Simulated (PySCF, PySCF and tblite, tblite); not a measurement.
# C₄H₆FNO₂: a path driven as rotation about a bond, and NMR exchange

Aim: the barrier and rate of rotation about a bond in C₄H₆FNO₂ (`CO/C(F)=C\C(N)=O`), and what it does to NMR lines.

Computed with tblite 0.8.0 (tight binding) and PySCF 2.14.0 (DFT, with response routines of our own); each step states its level. Atoms count from 0 throughout.

## 1. The starting structure

14 atoms, charge 0, multiplicity 1; geometry from: force field or distance geometry start.

Bonds of the start (Å): C0–H10 1.09, C0–H8 1.10, C0–H9 1.09, C0–O1 1.44, C2–C4 1.35, C2–F3 1.35, C4–C5 1.48, C4–H11 1.08, C5–N6 1.35, C5–O7 1.22, N6–H12 1.01, N6–H13 1.02, O1–C2 1.37.

## 2. GFN2-xTB relaxation, start minimum

The job: settings as JSON, then the geometry in Å.

```
{"job": {"xc": "GFN2-xTB", "basis": "xTB", "kind": "relax"}, "charge": 0, "multiplicity": 1}
C      2.142400    -0.919200     0.064300
O      0.740100    -0.603900    -0.017700
C      0.528900     0.725500     0.249600
F      1.560700     1.557500     0.509800
C     -0.702200     1.273300     0.246200
C     -1.994800     0.605700    -0.028900
N     -1.967900    -0.716400    -0.301800
O     -3.031700     1.244900     0.005800
H      2.530900    -0.721100     1.069800
H      2.250800    -1.984500    -0.138900
H      2.695800    -0.356900    -0.688800
H     -0.802100     2.331900     0.449900
H     -2.849700    -1.186500    -0.471100
H     -1.101900    -1.250700    -0.325400
```

The run is started by

```sh
$ OMP_NUM_THREADS=1 python ens_run.py task.json out
```

This one command runs the whole study; its stages follow in the order run.

Output:

```text
step      E/eV     max force
  0    -745.22334    2.318
  1    -745.31294    1.141
  2    -745.35094    0.576
  3    -745.36303    0.263
  4    -745.37092    0.264
  5    -745.37824    0.303
  6    -745.38317    0.269
  7    -745.38543    0.113
  8    -745.38644    0.092
  9    -745.38709    0.088
 10    -745.38765    0.060
 11    -745.38817    0.056
 12    -745.38867    0.057
 13    -745.38906    0.046
 14    -745.38927    0.036
 15    -745.38937    0.022
 16    -745.38944    0.018
 17    -745.38948    0.016
 18    -745.38950    0.011
 19    -745.38951    0.007
 20    -745.38951    0.006
 21    -745.38952    0.006
 22    -745.38953    0.005
 23    -745.38953    0.005
 24    -745.38953    0.004
 25    -745.38953    0.003
 26    -745.38953    0.004
 27    -745.38954    0.003
```

Run time: 0.41 s. Hardware: 1 thread of Intel Xeon at 2.50GHz, shared host.

Relaxing gained 0.166 eV and moved the atoms by 0.04 Å on average (rms).

## 3. Relaxed scan, rotation

The job: settings as JSON, then the geometry in Å.

```
{"job": {"xc": "GFN2-xTB", "basis": "xTB", "coordinate": [["t", [4, 5, 6, 12], 0.25], ["t", [4, 5, 6, 13], 0.25], ["t", [7, 5, 6, 12], 0.25], ["t", [7, 5, 6, 13], 0.25]], "kind": "drive"}, "charge": 0, "multiplicity": 1}
C      2.173127    -0.919464     0.067337
O      0.803006    -0.548119     0.007472
C      0.488138     0.729184     0.241022
F      1.554774     1.510810     0.505937
C     -0.727480     1.273334     0.235972
C     -2.023349     0.612833    -0.025515
N     -1.979537    -0.713468    -0.296648
O     -3.067144     1.231608     0.002600
H      2.587089    -0.731804     1.060549
H      2.195592    -1.984954    -0.148547
H      2.759484    -0.376076    -0.676965
H     -0.798219     2.328351     0.447111
H     -2.848449    -1.186650    -0.477843
H     -1.117710    -1.226059    -0.319713
```

Output:

```text
point  coordinate     E/eV
  0     14.300     -745.34965
  1     28.700     -745.23893
  2     43.500     -745.08293
  3     58.700     -744.91910
  4     74.200     -744.79727
  5     90.000     -744.74735
  6    105.800     -744.79643
  7    121.300     -744.92165
  8    136.400     -745.08253
  9    151.200     -745.23453
 10    165.700     -745.34197
 11    180.000     -745.38242
```

Run time: 5.1 s. Hardware: 1 thread of Intel Xeon at 2.50GHz, shared host.

The highest point is number 5, 13.9 kcal/mol above the first.

## 4. Nudged elastic band, leg 1

The job, as its differences from that of step 3:

```diff
@@ -1,2 +1,2 @@
-{"job": {"xc": "GFN2-xTB", "basis": "xTB", "coordinate": [["t", [4, 5, 6, 12], 0.25], ["t", [4, 5, 6, 13], 0.25], ["t", [7, 5, 6, 12], 0.25], ["t", [7, 5, 6, 13], 0.25]], "kind": "drive"}, "charge": 0, "multiplicity": 1}
+{"job": {"xc": "GFN2-xTB", "basis": "xTB", "kind": "neb"}, "charge": 0, "multiplicity": 1}
 C      2.173127    -0.919464     0.067337
```

Output:

```text
image   E - E0 / eV
  0       0.0000
  1       0.1734
  2       0.5334
  3       0.6442
  4       0.2886
  5       0.0268
  6       0.0001
```

It took 5.6 s on 1 thread of Intel Xeon at 2.50GHz, shared host; peak memory 0.19 GiB.

The highest point is number 3, 14.9 kcal/mol above the first.

## 5. Saddle search, leg 1

The job: settings as JSON, then the geometry in Å.

```
{"job": {"xc": "GFN2-xTB", "basis": "xTB", "kind": "saddle"}, "charge": 0, "multiplicity": 1}
C      2.203248    -0.885035    -0.003076
O      0.835264    -0.508073    -0.028171
C      0.523149     0.754667     0.140376
F      1.582389     1.576610     0.297150
C     -0.705512     1.290130     0.191592
C     -1.950461     0.550708     0.054637
N     -1.779600    -0.809020    -0.367493
O     -3.034597     1.041744     0.267346
H      2.657962    -0.653256     0.963537
H      2.209372    -1.959705    -0.167359
H      2.766289    -0.383941    -0.794171
H     -0.789021     2.349593     0.374089
H     -2.292263    -0.940140    -1.236172
H     -2.226220    -1.424284     0.307717
```

Output:

```text
step      E/eV     max force
  0    -744.74532   0.0203
  1    -744.74854   0.2048
  2    -744.74710   0.0551
  3    -744.74614   0.0169
  4    -744.74704   0.0259
  5    -744.74781   0.0321
  6    -744.74849   0.0239
  7    -744.74927   0.0426
  8    -744.74986   0.0544
  9    -744.75032   0.0636
 10    -744.75058   0.0516
 11    -744.75068   0.0090
 12    -744.75069   0.0022
lowest wavenumbers (cm-1): -447.0 50.5 82.4 134.4 156.0 179.7
```

Run time: 7.3 s. Hardware: 1 thread of Intel Xeon at 2.50GHz, shared host; peak memory 0.19 GiB.

Point group Cs; 1 imaginary mode, 447i cm⁻¹, carried by H13, H12. Steps downhill from it reached both ends.

## 6. Saddle search, other pyramid

The job: settings as JSON, then the geometry in Å.

```
{"job": {"xc": "GFN2-xTB", "basis": "xTB", "kind": "saddle"}, "charge": 0, "multiplicity": 1}
C      2.215075    -0.875066    -0.046374
O      0.843523    -0.509230    -0.053442
C      0.522698     0.740394     0.181095
F      1.576057     1.553929     0.408446
C     -0.705762     1.277950     0.217552
C     -1.954000     0.565298    -0.000747
N     -1.794654    -0.832952    -0.275684
O     -3.033937     1.107384     0.045986
H      2.669235    -0.684800     0.929313
H      2.231500    -1.940535    -0.261526
H      2.772504    -0.331332    -0.813220
H     -0.787503     2.332715     0.426805
H     -1.286069    -1.260632     0.494287
H     -1.192930    -0.938755    -1.088800
```

Output:

```text
step      E/eV     max force
  0    -744.62968   0.8577
  1    -744.67731   0.1123
  2    -744.67927   0.0171
  3    -744.67937   0.0030
lowest wavenumbers (cm-1): -402.9 52.4 98.3 148.7 164.9 176.9
```

It took 4.3 s on 1 thread of Intel Xeon at 2.50GHz, shared host; peak memory 0.19 GiB.

Point group Cs; 1 imaginary mode, 403i cm⁻¹, carried by H13, H12. Steps downhill from it reached both ends.

## 7. Shieldings, start: B3LYP/pcSseg-1

The job: settings as JSON, then the geometry in Å.

```
{"job": {"kind": "nmr", "xc": "B3LYP", "basis": "pcSseg-1", "pop": false}, "charge": 0, "multiplicity": 1}
C      2.173127    -0.919464     0.067337
O      0.803006    -0.548119     0.007472
C      0.488138     0.729184     0.241022
F      1.554774     1.510810     0.505937
C     -0.727480     1.273334     0.235972
C     -2.023349     0.612833    -0.025515
N     -1.979537    -0.713468    -0.296648
O     -3.067144     1.231608     0.002600
H      2.587089    -0.731804     1.060549
H      2.195592    -1.984954    -0.148547
H      2.759484    -0.376076    -0.676965
H     -0.798219     2.328351     0.447111
H     -2.848449    -1.186650    -0.477843
H     -1.117710    -1.226059    -0.319713
```

Output:

```text
coarse grid: 12384 points
cycle   1  E = -460.7079578110  dE =  1.446e+00  |g| = 1.125e+00  |ddm| = 3.410e+00
cycle   2  E = -459.7055352459  dE =  1.002e+00  |g| = 2.406e+00  |ddm| = 4.237e+00
cycle   3  E = -460.9045758539  dE = -1.199e+00  |g| = 4.621e-01  |ddm| = 3.732e+00
cycle   4  E = -460.9436591519  dE = -3.908e-02  |g| = 1.549e-01  |ddm| = 4.802e-01
cycle   5  E = -460.9473787358  dE = -3.720e-03  |g| = 4.697e-02  |ddm| = 1.039e-01
cycle   6  E = -460.9478369638  dE = -4.582e-04  |g| = 1.323e-02  |ddm| = 4.241e-02
cycle   7  E = -460.9478659802  dE = -2.902e-05  |g| = 5.910e-03  |ddm| = 1.186e-02
cycle   8  E = -460.9478725616  dE = -6.581e-06  |g| = 1.411e-03  |ddm| = 4.765e-03
final grid: 122080 points
cycle   9  E = -461.0313887346  dE = -3.323e-05  |g| = 8.711e-03  |ddm| = 2.448e-02
cycle  10  E = -461.0313530981  dE =  3.564e-05  |g| = 1.624e-02  |ddm| = 1.867e-02
cycle  11  E = -461.0314025361  dE = -4.944e-05  |g| = 2.535e-03  |ddm| = 1.476e-02
cycle  12  E = -461.0314037386  dE = -1.202e-06  |g| = 3.268e-04  |ddm| = 2.168e-03
cycle  13  E = -461.0314037522  dE = -1.364e-08  |g| = 1.358e-04  |ddm| = 2.745e-04
cycle  14  E = -461.0314037554  dE = -3.192e-09  |g| = 3.196e-05  |ddm| = 1.156e-04
cycle  15  E = -461.0314037556  dE = -2.030e-10  |g| = 1.464e-05  |ddm| = 3.659e-05
converged SCF energy = -461.0314037556

GIAO shielding tensors (ppm)
atom      isotropic    diamagn.    paramagn.     s11        s22        s33       span
  0 C      125.548     241.690    -116.142     95.949    104.885    175.810     79.861
  1 O      219.263     402.271    -183.008    136.163    244.430    277.194    141.031
  2 C        7.469     255.518    -248.049    -81.611     49.705     54.314    135.924
  3 F      260.619     477.379    -216.759    212.244    269.886    299.726     87.482
  4 C       95.611     252.128    -156.517     42.434    115.555    128.845     86.412
  5 C       17.628     242.352    -224.724    -74.327     32.018     95.193    169.521
  6 N      152.047     324.893    -172.846     61.439    154.059    240.645    179.206
  7 O      -96.952     398.346    -495.298   -383.591   -197.740    290.474    674.065
  8 H       27.745      28.213      -0.468     24.118     25.550     33.567      9.449
  9 H       27.873      28.583      -0.710     24.142     26.142     33.335      9.192
 10 H       27.744      28.312      -0.568     24.115     25.549     33.569      9.455
 11 H       27.069      30.479      -3.411     23.457     27.384     30.365      6.908
 12 H       27.417      30.349      -2.932     23.405     23.615     35.230     11.825
 13 H       25.963      35.815      -9.852     18.568     27.425     31.897     13.329
```

It took 44 s on 1 thread of Intel Xeon at 2.50GHz, shared host; peak memory 0.75 GiB.

Key values: HOMO -6.89 eV, LUMO -0.64 eV; dipole 6.16 D.

## 8. Shieldings, saddle of leg 1: B3LYP/pcSseg-1

The job: settings as JSON, then the geometry in Å.

```
{"job": {"kind": "nmr", "xc": "B3LYP", "basis": "pcSseg-1", "pop": false}, "charge": 0, "multiplicity": 1}
C      2.215075    -0.875066    -0.046374
O      0.843523    -0.509230    -0.053442
C      0.522698     0.740394     0.181095
F      1.576057     1.553929     0.408446
C     -0.705762     1.277950     0.217552
C     -1.954000     0.565298    -0.000747
N     -1.794654    -0.832952    -0.275684
O     -3.033937     1.107384     0.045986
H      2.669235    -0.684800     0.929313
H      2.231500    -1.940535    -0.261526
H      2.772504    -0.331332    -0.813220
H     -0.787503     2.332715     0.426805
H     -2.230800    -1.040921    -1.170642
H     -2.323935    -1.362833     0.412439
```

Output:

```text
coarse grid: 12384 points
cycle   1  E = -460.6741837668  dE =  1.421e+00  |g| = 1.140e+00  |ddm| = 3.392e+00
cycle   2  E = -459.8490460118  dE =  8.251e-01  |g| = 2.277e+00  |ddm| = 3.623e+00
cycle   3  E = -460.8836667905  dE = -1.035e+00  |g| = 4.259e-01  |ddm| = 3.052e+00
cycle   4  E = -460.9177735359  dE = -3.411e-02  |g| = 1.397e-01  |ddm| = 4.742e-01
cycle   5  E = -460.9206632797  dE = -2.890e-03  |g| = 4.851e-02  |ddm| = 9.916e-02
cycle   6  E = -460.9210805088  dE = -4.172e-04  |g| = 1.548e-02  |ddm| = 3.794e-02
cycle   7  E = -460.9211258495  dE = -4.534e-05  |g| = 5.086e-03  |ddm| = 1.364e-02
cycle   8  E = -460.9211304736  dE = -4.624e-06  |g| = 1.515e-03  |ddm| = 4.081e-03
final grid: 122080 points
cycle   9  E = -461.0045341463  dE = -3.112e-05  |g| = 9.071e-03  |ddm| = 2.413e-02
cycle  10  E = -461.0044935406  dE =  4.061e-05  |g| = 1.720e-02  |ddm| = 1.973e-02
cycle  11  E = -461.0045492573  dE = -5.572e-05  |g| = 2.723e-03  |ddm| = 1.505e-02
cycle  12  E = -461.0045506216  dE = -1.364e-06  |g| = 3.383e-04  |ddm| = 2.116e-03
cycle  13  E = -461.0045506355  dE = -1.394e-08  |g| = 1.504e-04  |ddm| = 2.971e-04
cycle  14  E = -461.0045506396  dE = -4.069e-09  |g| = 3.851e-05  |ddm| = 1.305e-04
cycle  15  E = -461.0045506399  dE = -2.914e-10  |g| = 1.503e-05  |ddm| = 4.144e-05
converged SCF energy = -461.0045506399

GIAO shielding tensors (ppm)
atom      isotropic    diamagn.    paramagn.     s11        s22        s33       span
  0 C      126.370     241.692    -115.322     97.918    105.704    175.489     77.570
  1 O      191.876     399.309    -207.432     88.221    235.121    252.287    164.067
  2 C        1.310     254.635    -253.324    -89.651     40.574     53.008    142.659
  3 F      242.534     477.572    -235.038    174.806    271.614    281.182    106.375
  4 C       92.036     251.480    -159.444     45.958    103.788    126.364     80.406
  5 C       -4.159     243.951    -248.109   -102.728      8.654     81.598    184.326
  6 N      184.244     317.780    -133.535    142.001    167.357    243.375    101.374
  7 O     -270.112     400.056    -670.168   -700.933   -380.845    271.440    972.372
  8 H       27.724      27.986      -0.262     24.143     25.570     33.459      9.316
  9 H       27.685      28.316      -0.631     23.937     26.171     32.948      9.011
 10 H       27.724      27.985      -0.262     24.142     25.569     33.459      9.316
 11 H       26.883      30.567      -3.684     23.407     27.361     29.880      6.473
 12 H       30.074      30.476      -0.403     25.963     26.872     37.386     11.423
 13 H       30.074      30.478      -0.404     25.962     26.873     37.386     11.423
```

Wall time 42 s (1 thread of Intel Xeon at 2.50GHz, shared host); peak memory 0.87 GiB.

This run: HOMO -6.62 eV, LUMO -1.21 eV; dipole 4.57 D.

## 9. Single-point energy: B3LYP/pcSseg-1

The job: settings as JSON, then the geometry in Å.

```
{"job": {"kind": "sp", "xc": "B3LYP", "basis": "pcSseg-1", "pop": false}, "charge": 0, "multiplicity": 1}
C      2.247674    -0.860033    -0.041509
O      0.873462    -0.497960    -0.049505
C      0.553628     0.768777     0.188754
F      1.610400     1.571549     0.414293
C     -0.678523     1.286259     0.220888
C     -1.941162     0.557407    -0.001733
N     -1.865988    -0.840308    -0.281256
O     -3.002605     1.119181     0.049740
H      2.697515    -0.667395     0.934978
H      2.267913    -1.925585    -0.256645
H      2.800921    -0.313438    -0.808415
H     -0.773408     2.340103     0.429245
H     -1.404107    -1.328891     0.478782
H     -1.309985    -1.005300    -1.113925
```

Output:

```text
coarse grid: 12384 points
cycle   1  E = -460.6653685886  dE =  1.419e+00  |g| = 1.146e+00  |ddm| = 3.389e+00
cycle   2  E = -459.7114157421  dE =  9.540e-01  |g| = 2.394e+00  |ddm| = 4.025e+00
cycle   3  E = -460.8848280577  dE = -1.173e+00  |g| = 4.108e-01  |ddm| = 3.511e+00
cycle   4  E = -460.9145494355  dE = -2.972e-02  |g| = 1.637e-01  |ddm| = 4.620e-01
cycle   5  E = -460.9186342618  dE = -4.085e-03  |g| = 4.824e-02  |ddm| = 1.137e-01
cycle   6  E = -460.9190731172  dE = -4.389e-04  |g| = 1.587e-02  |ddm| = 3.904e-02
cycle   7  E = -460.9191200219  dE = -4.690e-05  |g| = 6.072e-03  |ddm| = 1.430e-02
cycle   8  E = -460.9191265485  dE = -6.527e-06  |g| = 1.719e-03  |ddm| = 4.738e-03
final grid: 122080 points
cycle   9  E = -461.0026306856  dE = -3.526e-05  |g| = 8.812e-03  |ddm| = 2.637e-02
cycle  10  E = -461.0025929859  dE =  3.770e-05  |g| = 1.662e-02  |ddm| = 1.959e-02
cycle  11  E = -461.0026449881  dE = -5.200e-05  |g| = 2.589e-03  |ddm| = 1.489e-02
cycle  12  E = -461.0026462326  dE = -1.244e-06  |g| = 3.294e-04  |ddm| = 1.940e-03
cycle  13  E = -461.0026462457  dE = -1.313e-08  |g| = 1.426e-04  |ddm| = 2.636e-04
cycle  14  E = -461.0026462493  dE = -3.634e-09  |g| = 3.111e-05  |ddm| = 1.169e-04
cycle  15  E = -461.0026462495  dE = -1.854e-10  |g| = 1.360e-05  |ddm| = 3.517e-05
converged SCF energy = -461.0026462495
```

Run time: 22 s. Hardware: 1 thread of Intel Xeon at 2.50GHz, shared host; peak memory 0.62 GiB.

Key values: HOMO -7.07 eV, LUMO -1.29 eV; dipole 6.70 D.

## 10. Barriers, rates and exchange

The job: settings as JSON, then the geometry in Å.

```
{"job": {"smiles": "CO/C(F)=C\\C(N)=O", "charge": 0, "mult": 1, "motion": "rotation", "what": "amide", "atoms": [5, 6], "drives": [{"terms": [["t", [4, 5, 6, 12], 0.25], ["t", [4, 5, 6, 13], 0.25], ["t", [7, 5, 6, 12], 0.25], ["t", [7, 5, 6, 13], 0.25]], "by": 180, "n": 12}], "flip": [5, 6], "study": "path", "level": {"kind": "nmr", "xc": "B3LYP", "basis": "pcSseg-1"}, "fields": [300, 360, 600], "first": 1, "seed": 606, "kind": "path"}, "charge": 0, "multiplicity": 1}
C      2.173127    -0.919464     0.067337
O      0.803006    -0.548119     0.007472
C      0.488138     0.729184     0.241022
F      1.554774     1.510810     0.505937
C     -0.727480     1.273334     0.235972
C     -2.023349     0.612833    -0.025515
N     -1.979537    -0.713468    -0.296648
O     -3.067144     1.231608     0.002600
H      2.587089    -0.731804     1.060549
H      2.195592    -1.984954    -0.148547
H      2.759484    -0.376076    -0.676965
H     -0.798219     2.328351     0.447111
H     -2.848449    -1.186650    -0.477843
H     -1.117710    -1.226059    -0.319713
```

Output:

```text
stationary points (kcal/mol above the start)
  n  kind          group   xTB      DFT    lowest mode
  0  minimum      Cs       0.00     0.00      38.4
  1  saddle       Cs      14.73    16.99    -447.0
  2  saddle       Cs      16.38    17.83    -402.9
  3  minimum      Cs       0.00     0.00      38.5

GFN2-xTB energies: T/K, barrier G, reaction G (kcal/mol), k forward, k back (1/s)
 150.00    14.33     0.01   8.43e-09   8.58e-09
 200.00    14.36     0.01    0.00173    0.00176
 250.00    14.41     0.01       2.71       2.75
 298.15    14.48     0.01        316        319
 350.00    14.59     0.01   1.23e+04   1.25e+04
 400.00    14.70     0.01   1.72e+05   1.74e+05
 500.00    14.97     0.01   6.97e+06   7.03e+06

B3LYP/pcSseg-1 + D3(BJ) energies: T/K, barrier G, reaction G (kcal/mol), k forward, k back (1/s)
 150.00    16.59     0.00    4.5e-12   4.56e-12
 200.00    16.62     0.00    6.4e-06   6.47e-06
 250.00    16.67     0.00     0.0322     0.0325
 298.15    16.74     0.01       7.99       8.07
 350.00    16.84     0.01        558        562
 400.00    16.96     0.01   1.18e+04   1.19e+04
 500.00    17.23     0.01    8.5e+05   8.55e+05
```

Wall time 2.3 min (1 thread of Intel Xeon at 2.50GHz, shared host); peak memory 0.87 GiB. This counts the whole study up to here.

Barriers by level (kcal/mol; entropies in cal/(mol K)). Zero-point and thermal terms come from xTB in every row. ΔG‡ leaves symmetry out; the rate counts equivalent paths (a factor of 2) and all 2 saddles; effective ΔG‡, where given, is the barrier that would give that rate by Eyring's equation alone:

```
                  level    ΔE‡  with zero-point    ΔH‡   ΔS‡  ΔG‡ (298 K)  ΔE of reaction  k at 298 K (1/s)  effective ΔG‡
               GFN2-xTB  14.73            14.32  14.00  -1.6        14.48            0.00           3.2e+02          14.04
B3LYP/pcSseg-1 + D3(BJ)  16.99            16.58  16.26  -1.6        16.74            0.00                 8          16.22
```

Sites that the driver pairs across this motion, and where their lines would merge (no couplings; faster rotations or exchange between molecules can average them sooner):

```
nucleus  sites: shielding (ppm)  proton frequency (MHz)  spread (Hz)  coalescence (K)  lines at 298 K
     ¹H  H12: 27.42; H13: 25.96                     300          436              358               2
     ¹H  H12: 27.42; H13: 25.96                     360          523              361               2
     ¹H  H12: 27.42; H13: 25.96                     600          872              369               2
```

## 11. Nudged elastic band, band settings drawn wide

The job: settings as JSON, then the geometry in Å.

```
{"job": {"images": 13, "spring": 0.05, "start": "scan", "climb": true, "fmax": 0.03, "method": "GFN1-xTB", "steps": 200, "xc": "GFN1-xTB", "basis": "xTB", "kind": "neb"}, "charge": 0, "multiplicity": 1}
C      2.173127    -0.919464     0.067337
O      0.803006    -0.548119     0.007472
C      0.488138     0.729184     0.241022
F      1.554774     1.510810     0.505937
C     -0.727480     1.273334     0.235972
C     -2.023349     0.612833    -0.025515
N     -1.979537    -0.713468    -0.296648
O     -3.067144     1.231608     0.002600
H      2.587089    -0.731804     1.060549
H      2.195592    -1.984954    -0.148547
H      2.759484    -0.376076    -0.676965
H     -0.798219     2.328351     0.447111
H     -2.848449    -1.186650    -0.477843
H     -1.117710    -1.226059    -0.319713
```

Output:

```text
image   E - E0 / eV
  0       0.0000
  1      -0.0004
  2       0.0832
  3       0.2473
  4       0.4058
  5       0.5201
  6       0.4872
  7       0.3429
  8       0.2040
  9       0.0794
 10       0.0067
 11      -0.0056
 12       0.0001
```

It took 20 s on 1 thread of Intel Xeon at 2.50GHz, shared host; peak memory 0.35 GiB.

The highest point is number 5, 12.0 kcal/mol above the first.

## 12. Summary of results

| quantity | value |
| --- | --- |
| barrier (B3LYP/pcSseg-1 + D3(BJ)) | ΔE‡ 17.0, ΔG‡(298 K) 16.7 kcal/mol |
| barrier (GFN2-xTB) | ΔE‡ 14.7 kcal/mol |
| rate at 298 K | 8 s⁻¹ |
| end of the path | the start, renumbered or mirrored |
| coalescence of ¹H H12 | 369 K at 600 MHz |

DFT puts the top 17.0 kcal/mol above the start (xTB: 14.7); the rate from the DFT barrier is 8 s⁻¹ at 298 K. An error of 1.4 kcal/mol changes that rate tenfold. The ¹H lines of H12 and its partners, 872 Hz apart at 600 MHz, merge at 369 K, so by this path alone the exchange at 298 K is slow for them; other paths were not followed.
